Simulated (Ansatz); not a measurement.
What does this script print? It uses Ansatz 0.2.0, Python API.

`run_prototypes.py`
```python
"""Structural preference of Ta among simple prototypes."""

import warnings

import ansatz as az
import numpy as np
import spglib


def diamond(first, a):
    return az.Crystal.diamond(first, a=a)


def sc(A, a):
    return (
        az.Lattice.cubic(a)
        .space_group(221)
        .atom(A, [0, 0, 0])
    )


def bcc(first, a):
    return (
        az.Lattice.bcc(a)
        .space_group(229)
        .atom(first, [0, 0, 0])
        .primitive()
    )


def fcc(a_site, a):
    return (
        az.Lattice.fcc(a)
        .space_group(225)
        .atom(a_site, [0, 0, 0])
        .primitive()
    )


def hcp(A, a):
    return (
        az.Lattice.from_parameters(a, a, 1.633 * a, alpha=90, beta=90, gamma=120)
        .space_group(194)
        .atom(A, [1 / 3, 2 / 3, 0.25])
    )


def compute(name, crystal, relax=True):
    calc = (
        crystal.calculation()
        .functional(az.Functional.R2SCAN)
        .basis(630)
        .scf(tolerance=1e-06, max_iterations=150, lower_state_search="light", self_checks="low")
        .kpoints(spacing=0.3)
        .occupations("fermi_dirac", width=0.1)
        .stress()
        .band_table()
    )
    if relax:
        calc = calc.relax(force_tolerance=0.03, cell=True)
    return calc.run(threads=1, pin="off")

def bulk_modulus(name, outcome, step=0.015):
    # B = -V dP/dV from the pressures of two uniformly scaled cells, atoms held at their fractions
    pressure = []
    for factor in (1 - step, 1.0, 1 + step):
        cell = az.Crystal(lattice=az.Lattice.of(outcome.lattice.cell_ang * factor ** (1 / 3)))
        for site in outcome.report["lattice"]["sites"]:
            cell = cell.atom(site["symbol"], site["position_frac"])
        pressure.append(np.trace(compute(name, cell, relax=False).report["stress_gpa"]) / 3)
    slope, bend = (pressure[0] - pressure[2]) / (2 * step), abs(pressure[0] + pressure[2] - 2 * pressure[1])
    # a jump of mesh or basis between the cells shows as a kink: no modulus then
    return float(slope) if bend < 12 * step**2 * abs(slope) + 0.15 and abs(pressure[1]) < 1.5 else float("nan")


def pressure_gpa(outcome):
    return float(np.trace(outcome.report["stress_gpa"]) / 3)


def space_group(outcome):
    sites = outcome.report["lattice"]["sites"]
    kinds = sorted({site["symbol"] for site in sites})
    cell = (outcome.lattice.cell_ang, [site["position_frac"] for site in sites], [kinds.index(site["symbol"]) for site in sites])
    return spglib.get_spacegroup(cell, symprec=0.01)

# starting lattice constants are rough guesses; the relaxation finds the rest
warnings.simplefilter("ignore", az.DeckWarning)

phases = {}
phases["diamond"] = diamond("Ta", 5.72)
phases["sc"] = sc("Ta", 2.71)
phases["bcc"] = bcc("Ta", 3.3)
phases["fcc"] = fcc("Ta", 4.16)
phases["hcp"] = hcp("Ta", 2.94)

done = {}
for name, crystal in phases.items():
    try:
        done[name] = compute(name, crystal)
    except az.NonConvergedError as error:
        print(name, "did not converge:", str(error)[:120])

energy = {name: o.report["energy_sigma0_ev"] / len(o.lattice.sites) for name, o in done.items()}
lowest = min(energy.values())
rows = [(name, len(o.lattice.sites), 1000 * (energy[name] - lowest), pressure_gpa(o), space_group(o), bulk_modulus(name, o)) for name, o in done.items()]
rows.sort(key=lambda row: row[2])
print("| phase | atoms | dE (meV/atom) | P (GPa) | space group | B (GPa) |")
print("| --- | --- | --- | --- | --- | --- |")
for row in rows:
    print(f"| {row[0]} | {row[1]:d} | {row[2]:.1f} | {row[3]:.2f} | {row[4]} | {row[5]:.0f} |")
print("order:", " < ".join(row[0] for row in rows))
```

```console
$ python run_prototypes.py
| phase | atoms | dE (meV/atom) | P (GPa) | space group | B (GPa) |
| --- | --- | --- | --- | --- | --- |
| bcc | 1 | 0.0 | -0.05 | Im-3m (229) | 195 |
| fcc | 1 | 211.6 | -0.05 | Fm-3m (225) | 204 |
| hcp | 2 | 297.5 | -0.01 | P6_3/mmc (194) | 196 |
| sc | 1 | 1165.2 | -0.00 | Pm-3m (221) | 148 |
| diamond | 2 | 3115.8 | -0.00 | Fd-3m (227) | 73 |
order: bcc < fcc < hcp < sc < diamond
```

By space group at the end of each run: Im-3m (+0 meV an atom, 18.1 Å³), Fm-3m (+212 meV an atom, 18.6 Å³), P6_3/mmc (+297 meV an atom, 18.5 Å³), Pm-3m (+1165 meV an atom, 20.0 Å³) and Fd-3m (+3116 meV an atom, 27.8 Å³).

The settings weren't tested for convergence. The run is spin-unpolarised. For the metals among these phases the mesh is modest: differences between phases can be off by up to 40 meV an atom. The program warned that this SCF threshold is loose for forces or stresses. Pressure is positive in compression. Spin-orbit coupling, which matters for elements this heavy, is left out. The cells are built on prototypes, so most aren't the phase found in nature. Rows bear the name of their start, and a relaxation keeps or raises the symmetry. Differences under about 40 meV an atom lie within the error of mesh and functional. The script silences the warnings on its input, which a real study should read. It ran for 2 min on 1 thread of Arm Neoverse V1, with other jobs on the host, peak memory 0.63 GiB.

(Lines on the test bed's own set-up are left out of the output.)
